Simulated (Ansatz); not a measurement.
# F2HSi2: the cost of one run

Program: Ansatz 0.2.0. Level of theory: RHF/def2-SVP. These are calculated values, not measurements.

### Step 1. The starting structure

Bond lengths: F1–Si2 1.579 Å, Si2–F3 1.578 Å, Si2–Si4 2.308 Å, Si4–H5 1.501 Å. Angles: F1–Si2–F3 98.9°, F1–Si2–Si4 161.1°, F3–Si2–Si4 97.3°, Si2–Si4–H5 95.7°.

Coordinates:

```xyz
5

F     1.8549   -0.3821    1.2022
Si    0.4990   -0.1469    0.4270
F     0.1542   -1.6461    0.0765
Si   -1.5140    0.7777   -0.2207
H    -0.9940    1.3973   -1.4850
```

### Step 2. End point A

File input.yaml:

```yaml
crystal:
  periodic: [false, false, false]
  atoms:
    - { symbol: F, position_ang: [1.85492, -0.3821, 1.20217] }
    - { symbol: Si, position_ang: [0.499, -0.14687, 0.42703] }
    - { symbol: F, position_ang: [0.15415, -1.64605, 0.07648] }
    - { symbol: Si, position_ang: [-1.51404, 0.77767, -0.22067] }
    - { symbol: H, position_ang: [-0.99403, 1.39734, -1.485] }
total_charge: 1
basis:
  gaussian: { orbitals: def2-SVP }
hamiltonian:
  xc: hf
relax:
  f_tol: 0.02
  max_steps: 50
```

The run is started by

```console
ansatz run input.yaml --threads 1 --pin off --max-ram 2048MiB --backend cpu --events-out ev --progress --plain --runs-dir out
```

Q: Estimate wall time and peak memory on 1 thread of Arm Neoverse V2, shared host.

About 7.9 s, with a peak of 0.11 GiB.
